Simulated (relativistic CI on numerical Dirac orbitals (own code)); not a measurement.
# Ca⁶⁺: one ion under different settings

Aim: see what numerical and physical settings do to the SCF, the total energy and the lowest levels of Ca⁶⁺.

The numbers are computed with relativistic CI on numerical Dirac orbitals (own code) version 3 (Dirac-Coulomb-Breit CI, KLI orbitals optimised for each configuration, model QED (radiative potential, 1s self-energy scaled to tabulated hydrogen-like ionisation energies), numerical settings as typed), except any that are marked as measured or tabulated.

### Step 1. What is computed

| Property | Result |
| --- | --- |
| ion | Ca⁶⁺ (Ca VII) |
| nuclear charge | 20 |
| electrons | 14 |
| isotope | A = 40 |

### Step 2. The usual input

Settings, as recorded:

```ini
atom Ca  Z=20  charge=6  electrons=14
nucleus A=40  rms_radius_fm=3.4776
hamiltonian dirac-coulomb  breit=on  qed=on  c_scale=1
orbitals kli  potential=per-configuration
slater_scale 1
correlation none
mixing on
grid step=0.0125 r_max=14.7
scf mixing=0.4 start=green max_iterations=150 tolerance=2e-08 node_fill=0.05
configurations
  [Ne] 3s2 3p2
  [Ne] 3s 3p3
  [Ne] 3s2 3p 3d
end
```

Started as:

```
$ python run_levels.py task.json out
```

One command runs all members of the session, one after another, from task.json.

### Step 3. End of the grid 22.05

Settings: those of step 2 with these lines changed.

```diff
@@ -7,3 +7,3 @@
 mixing on
-grid step=0.0125 r_max=14.7
+grid step=0.0125 r_max=22.05
 scf mixing=0.4 start=green max_iterations=150 tolerance=2e-08 node_fill=0.05
```

### Step 4. QED terms off

Settings, as recorded:

```ini
atom Ca  Z=20  charge=6  electrons=14
nucleus A=40  rms_radius_fm=3.4776
hamiltonian dirac-coulomb  breit=on  qed=off  c_scale=1
orbitals kli  potential=per-configuration
slater_scale 1
correlation none
mixing on
grid step=0.0125 r_max=14.7
scf mixing=0.4 start=green max_iterations=150 tolerance=2e-08 node_fill=0.05
configurations
  [Ne] 3s2 3p2
  [Ne] 3s 3p3
  [Ne] 3s2 3p 3d
end
```

### Step 5. Start potential bare

Settings, as recorded:

```ini
atom Ca  Z=20  charge=6  electrons=14
nucleus A=40  rms_radius_fm=3.4776
hamiltonian dirac-coulomb  breit=on  qed=on  c_scale=1
orbitals kli  potential=per-configuration
slater_scale 1
correlation none
mixing on
grid step=0.0125 r_max=14.7
scf mixing=0.4 start=bare max_iterations=150 tolerance=2e-08 node_fill=0.05
configurations
  [Ne] 3s2 3p2
  [Ne] 3s 3p3
  [Ne] 3s2 3p 3d
end
```

### Step 6. Slater scale 0.5, end of the grid 22.05

Settings, as recorded:

```ini
atom Ca  Z=20  charge=6  electrons=14
nucleus A=40  rms_radius_fm=3.4776
hamiltonian dirac-coulomb  breit=on  qed=on  c_scale=1
orbitals kli  potential=per-configuration
slater_scale 0.5
correlation none
mixing on
grid step=0.0125 r_max=22.05
scf mixing=0.4 start=green max_iterations=150 tolerance=2e-08 node_fill=0.05
configurations
  [Ne] 3s2 3p2
  [Ne] 3s 3p3
  [Ne] 3s2 3p 3d
end
```

(Steps that only read results are left out.)

What does the calculation give? Wanted: lowest level, usual settings; total energy; first excitation.

**Answer**, as computed:

| setting | total energy less usual (Ha) | largest shift of a level among the lowest eight of both runs, same label and place (cm⁻¹) | SCF iterations | time | lowest level | kind of change |
| --- | --- | --- | --- | --- | --- | --- |
| usual | 0 | 0 | 30 | 0.087 s | 3p2 3P0 | - |
| end of the grid 22.05 | 0 | 0 | 30 | 0.089 s | 3p2 3P0 | numerical |
| QED terms off | -0.126 | 174 | 30 | 0.062 s | 3p2 3P0 | model term |
| start potential bare | 0 | 0 | 32 | 0.098 s | 3p2 3P0 | numerical |
| Slater scale 0.5, end of the grid 22.05 | 0.0244 | 42200 | 30 | 0.089 s | 3p2 3P0 | model term |

| quantity | value |
| --- | --- |
| lowest level, usual settings | 3p2 3P0 |
| total energy | -667.5660 Ha |
| first excitation | 1604.7 cm⁻¹ |

What this shows: Among the runs whose levels can be followed, they move most under «Slater scale 0.5, end of the grid 22.05» (model term), by up to 42200 cm⁻¹. No visible change in the result comes from «end of the grid 22.05» or «start potential bare». Only the listed configurations are in the model.
